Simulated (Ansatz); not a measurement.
# One shape, several levels: doublet [BGeH5]−

We compute a comparison of 6 runs (UB3LYP/6-31G*, UB2PLYP/aug-cc-pVDZ, UBHLYP/aug-cc-pVDZ, UBLYP/aug-cc-pVDZ, UMP2/aug-cc-pVDZ, UCCSD(T)/aug-cc-pVDZ) of doublet [BGeH5]−. 

The results are computed with Ansatz 0.2.0.

48 further runs of the same task are left out: 48 set aside as unsound or not needed.

## 1. Starting point

The species is [BGeH5]− (7 atoms), meant as a doublet with charge -1. As SMILES of the parent species, `[BH2][GeH3]`. The shape is that of a PBE0-D4/def2-TZVP optimisation. That shape belongs to the parent species and isn't relaxed for this state.

Bond lengths: B1–Ge2 2.057 Å, B1–H3 1.195 Å, B1–H4 1.194 Å, Ge2–H5 1.542 Å, Ge2–H6 1.542 Å, Ge2–H7 1.538 Å. Angles: B1–Ge2–H5 109.6°, B1–Ge2–H6 109.7°, B1–Ge2–H7 114.9°, Ge2–B1–H3 119.1°, Ge2–B1–H4 122.6°, H5–Ge2–H6 106.6°, H5–Ge2–H7 107.9°, H6–Ge2–H7 107.9°, H3–B1–H4 118.3°.

## 2. A single-point energy at UB3LYP/6-31G(d) (spherical functions) (run 1)

The input, run.yaml:

```yaml
crystal:
  periodic: [false, false, false]
  atoms:
    - {symbol: B, position_ang: [0.007500, -1.219800, 0.268100]}
    - {symbol: Ge, position_ang: [0.048900, 0.786100, -0.183400]}
    - {symbol: H, position_ang: [-1.044400, -1.784600, 0.312800]}
    - {symbol: H, position_ang: [0.997700, -1.849300, 0.488600]}
    - {symbol: H, position_ang: [-0.601100, 1.019700, -1.562200]}
    - {symbol: H, position_ang: [-0.799800, 1.566200, 0.840700]}
    - {symbol: H, position_ang: [1.452500, 1.413700, -0.210300]}
basis:
  gaussian:
    orbitals: 6-31G_st_-spherical.json
hamiltonian:
  xc: {name: B3LYP}
total_charge: -1
magnetization:
  spin_polarized: true
  initial_magnetization: 1
output: {orbitals: {seedname: orbitals}}
accuracy: high
```

The basis set 6-31G* is read from a file made from the Basis Set Exchange's data (not shown).

On the command line:

```console
ansatz run run.yaml --threads 1 --pin off --max-ram 3480MiB --events-out events.jsonl --progress --plain --runs-dir runs
```

The log of the run:

```text
Warning: RAYON_NUM_THREADS=1 ignored (pool sized by the plan → 1); use --threads N
Functional definition: B3LYP
  name "B3LYP"
  parameter a0 = 0.2
  parameter ax = 0.72
  parameter ac = 0.81
  exchange = (1 - a0 - ax)*slater_x + ax*b88_x + a0*exact_x
  correlation = (1 - ac)*vwn_rpa_c + ac*lyp_c
1225 factors; integrals over basis functions are off by at most 4.5e-9 eV
mean field evaluation 1: about -57267.1372 eV, gradient 1.7e1 eV
mean field evaluation 2: about -57266.8675 eV, gradient 2.0e1 eV
mean field evaluation 4: about -57268.2727 eV, gradient 2.1e-1 eV
mean field evaluation 8: about -57268.3510 eV, gradient 1.7e-2 eV
mean field evaluation 16: about -57268.3510 eV, gradient 6.4e-6 eV
mean field -57268.35102072 eV, -2104.5730821288 hartree, gradient 2.8e-8 eV, S^2 0.753784; 0 other end points of the search recorded, 0 dependent functions left out
reference -57268.35106083 eV, -2104.5730836030 hartree; 22, 21 occupied and 34, 35 virtual orbitals, 1225 factors
Total energy: -57268.35106083 eV, -2104.5730836030 hartree
```

Wall time 3.3 s (1 thread of AMD EPYC 9R45 (Zen 5), shared host); peak memory 0.24 GiB.

## 3. A single-point energy at UB2PLYP/aug-cc-pVDZ (run 2)

The input, molecule.yaml:

```yaml
crystal:
  periodic: [false, false, false]
  atoms:
    - {symbol: B, position_ang: [0.007500, -1.219800, 0.268100]}
    - {symbol: Ge, position_ang: [0.048900, 0.786100, -0.183400]}
    - {symbol: H, position_ang: [-1.044400, -1.784600, 0.312800]}
    - {symbol: H, position_ang: [0.997700, -1.849300, 0.488600]}
    - {symbol: H, position_ang: [-0.601100, 1.019700, -1.562200]}
    - {symbol: H, position_ang: [-0.799800, 1.566200, 0.840700]}
    - {symbol: H, position_ang: [1.452500, 1.413700, -0.210300]}
basis:
  gaussian: {orbitals: aug-cc-pVDZ}
total_charge: -1
magnetization: {spin_polarized: true, initial_magnetization: 1}
hamiltonian: {xc: {name: B2PLYP}}
correlation: {frozen_orbitals: {B: 1, Ge: 9, H: 0}}
accuracy: high
output: {orbitals: {seedname: orbitals}}
```

On the command line:

```console
ansatz run molecule.yaml --threads 1 --pin off --max-ram 3480MiB --events-out events.jsonl --progress --plain --runs-dir runs
```

The log of the run, cut to the lines that bear on the results:

```text
Warning: RAYON_NUM_THREADS=1 ignored (pool sized by the plan → 1); use --threads N
Functional definition: B2PLYP
  name "B2PLYP"
[...]
2078 factors; integrals over basis functions are off by at most 4.6e-9 eV
[...]
mean field -57259.71954313 eV, -2104.2558811782 hartree, gradient 5.6e-8 eV, S^2 0.754777; 4 other end points of the search recorded, 0 dependent functions left out
10 core orbitals not correlated: weight in the atoms' cores, before any rotation towards them, 1.000 or more for the frozen orbitals, at most 0.000 for the correlated occupied ones
reference -57259.71956706 eV, -2104.2558820576 hartree; 12, 11 occupied and 82, 83 virtual orbitals, 2078 factors
second order -8.30267661 eV of doubles, -0.00000000 eV of singles
Total energy: -57261.96128975 eV, -2104.3382638468 hartree
```

Wall time 14 s (1 thread of AMD EPYC 9R45 (Zen 5), shared host); peak memory 0.53 GiB.

Runs 3 to 5 aren't shown in full; the table further down has their settings and results.

## 4. A single-point energy at UCCSD(T)/aug-cc-pVDZ (run 6)

The input, in.yaml:

```yaml
crystal:
  periodic: [false, false, false]
  atoms:
    - {symbol: B, position_ang: [0.007500, -1.219800, 0.268100]}
    - {symbol: Ge, position_ang: [0.048900, 0.786100, -0.183400]}
    - {symbol: H, position_ang: [-1.044400, -1.784600, 0.312800]}
    - {symbol: H, position_ang: [0.997700, -1.849300, 0.488600]}
    - {symbol: H, position_ang: [-0.601100, 1.019700, -1.562200]}
    - {symbol: H, position_ang: [-0.799800, 1.566200, 0.840700]}
    - {symbol: H, position_ang: [1.452500, 1.413700, -0.210300]}
basis:
  gaussian: {orbitals: aug-cc-pVDZ}
total_charge: -1
magnetization: {spin_polarized: true, initial_magnetization: 1}
correlation: {method: ccsd_t, frozen_orbitals: {B: 1, Ge: 9, H: 0}}
accuracy: high
scf: {omitted_lower_state_checks: [cluster_reference, increment]}
```

On the command line:

```console
ansatz run in.yaml --threads 1 --pin off --max-ram 3480MiB --events-out events.jsonl --progress --plain --runs-dir runs
```

The log of the run, cut to the lines that bear on the results:

```text
Warning: RAYON_NUM_THREADS=1 ignored (pool sized by the plan → 1); use --threads N
Functional definition: HF
  name "HF"
[...]
2078 factors; integrals over basis functions are off by at most 4.6e-9 eV
[...]
mean field -57222.20296275 eV, -2102.8771722788 hartree, gradient 2.9e-8 eV, S^2 0.760004; 5 other end points of the search recorded, 0 dependent functions left out
10 core orbitals not correlated: weight in the atoms' cores, before any rotation towards them, 1.000 or more for the frozen orbitals, at most 0.000 for the correlated occupied ones
reference -57222.20296275 eV, -2102.8771722788 hartree; 12, 11 occupied and 82, 83 virtual orbitals, 2078 factors
second order -6.60172841 eV of doubles, -0.00000000 eV of singles
cycle   1  -7.43926430 eV  change   -8.4e-1 eV  update   7.4e-2
[...]
cycle  24  -7.77399778 eV  change  -3.3e-10 eV  update   2.4e-9
perturbative correction -0.24893860 eV, -0.0091483250 hartree
Total energy: -57230.22589913 eV, -2103.1720097526 hartree
Checks for a lower state left out: cluster_reference, increment
```

Run time: 53 s. Hardware: 1 thread of AMD EPYC 9R45 (Zen 5), shared host; peak memory 1.5 GiB.

## 5. All runs side by side

```csv
run,level,frozen core orbitals,energy (Eh),HOMO energy (eV),LUMO energy (eV),⟨S²⟩,wall time
1,UB3LYP/6-31G* (spherical functions),–,-2104.573084,2.36,5.31,0.754,3.3 s
2,UB2PLYP/aug-cc-pVDZ,10,-2104.338264,0.58,3.41,0.755,14 s
3,UBHLYP/aug-cc-pVDZ,–,-2104.753027,0.58,3.34,0.754,9 s
4,UBLYP/aug-cc-pVDZ,–,-2104.815389,2.02,2.76,0.752,11 s
5,UMP2/aug-cc-pVDZ,10,-2103.119781,–,–,0.760,5.4 s
6,UCCSD(T)/aug-cc-pVDZ,10,-2103.172010,–,–,0.760,53 s
```

## 6. Outcome

| quantity | value |
| --- | --- |
| run 6: total energy | -2103.17201 Eh |
| run 6: correlation energy (10 core orbitals frozen) | -294.8 mEh |
| run 6: (T) correction | -9.15 mEh |
| run 6: ⟨S²⟩ of the reference determinant | 0.760 |
| run 6: T1 diagnostic | 0.010 |

Totals of different functionals can't be ranked against each other. In runs 1, 2, 3, 4 the HOMO lies above zero, so the outermost electron may be held by the basis alone. All runs together took 95 s, the longest 53 s.
